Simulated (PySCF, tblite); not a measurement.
**C₇H₉NS: geometry, infrared bands and NMR shifts**

Aim: predict the infrared bands and NMR shifts of C₇H₉NS (`SC1(n2cccc2)CC1`).

Computed with tblite 0.8.0 and PySCF 2.14.0, with density-fitted response routines of our own, on a single molecule in the gas phase. Atoms count from 0, in the outputs and in this text.

## 1. The starting structure

18 atoms, charge 0, multiplicity 1; geometry from: force field or distance geometry start.

Bonds of the start (Å): S0–C1 1.79, C1–N2 1.45, N2–C3 1.33, C3–C4 1.37, C4–C5 1.37, C5–C6 1.38, C1–C7 1.48, C7–C8 1.52, C8–C1 1.52, C6–N2 1.36, S0–H9 1.41, C3–H10 1.08, C4–H11 1.08, C5–H12 1.09, C6–H13 1.08, C7–H14 1.12, C7–H15 1.12, C8–H16 1.10, C8–H17 1.10.

## 2. Geometry optimisation with GFN2-xTB

What the job is given:

```
{"job": {"kind": "relax", "xc": "GFN2-xTB", "basis": "xTB"}, "charge": 0, "multiplicity": 1}
S     -1.523800     2.030700     0.378200
C     -0.982000     0.327600     0.259300
N      0.458700     0.143700     0.189800
C      1.250800    -0.485400     1.047400
C      2.541000    -0.416500     0.587600
C      2.486300     0.282700    -0.589900
C      1.184400     0.643400    -0.846700
C     -1.897500    -0.743900     0.722300
C     -1.711900    -0.529800    -0.769000
H     -2.298300     2.258600    -0.783500
H      0.938600    -0.977400     1.953300
H      3.424700    -0.835800     1.052700
H      3.322500     0.540700    -1.232900
H      0.774600     1.197900    -1.680100
H     -2.944600    -0.504700     1.045100
H     -1.402000    -1.611600     1.224000
H     -1.186300    -1.371300    -1.234600
H     -2.443900     0.057400    -1.334600
```

The run is started by

```console
> OMP_NUM_THREADS=1 python probes_run.py task.json out
```

This one command runs all jobs of the session in turn.

**Question.** This job is followed by: GFN2-xTB harmonic vibrations, gas phase; GIAO PBE0/pcSseg-1 NMR shielding, non-relativistic, gas phase. What will the session give for the following? strongest single infrared mode (GFN2-xTB); zero-point energy (GFN2-xTB); ¹³C shifts against TMS (PBE0/pcSseg-1, means over atoms taken as alike); ¹H shifts against TMS (PBE0/pcSseg-1, means over atoms taken as alike); ³³S shifts against CS2 (PBE0/pcSseg-1); ¹⁵N shifts against NH3 (PBE0/pcSseg-1).

**Answer**, as computed:

| quantity | value |
| --- | --- |
| strongest single infrared mode (GFN2-xTB) | 1479 cm⁻¹, 151 km/mol |
| zero-point energy (GFN2-xTB) | 87.8 kcal/mol |
| ¹³C shifts against TMS (PBE0/pcSseg-1, means over atoms taken as alike) | 123.7, 115.3, 43.8, 20.2 ppm |
| ¹H shifts against TMS (PBE0/pcSseg-1, means over atoms taken as alike) | 6.77, 6.32, 3.30, 1.40, 1.29 ppm |
| ³³S shifts against CS2 (PBE0/pcSseg-1) | 52 ppm |
| ¹⁵N shifts against NH3 (PBE0/pcSseg-1) | 203.6 ppm |

What this shows: The optimisation took 107 steps and gained 0.701 eV; among the close pairs (by a distance rule), S0–H9 changed most, from 1.415 to 1.332 Å. All 48 modes are real, so the xTB geometry is a minimum. The strongest single mode, at 1479 cm⁻¹, is spread over many atoms; the largest shares are those of N2, C1. GFN2-xTB is a fitted tight-binding method: band positions and strengths are rough. Its intensities can rank the bands wrongly. At PBE0/pcSseg-1: The widest tensor belongs to S0: span 582 ppm, with a paramagnetic part of -603 ppm. NICS(1)zz of -28 ppm above the planar ring from N2 marks a diatropic (aromatic) ring current.
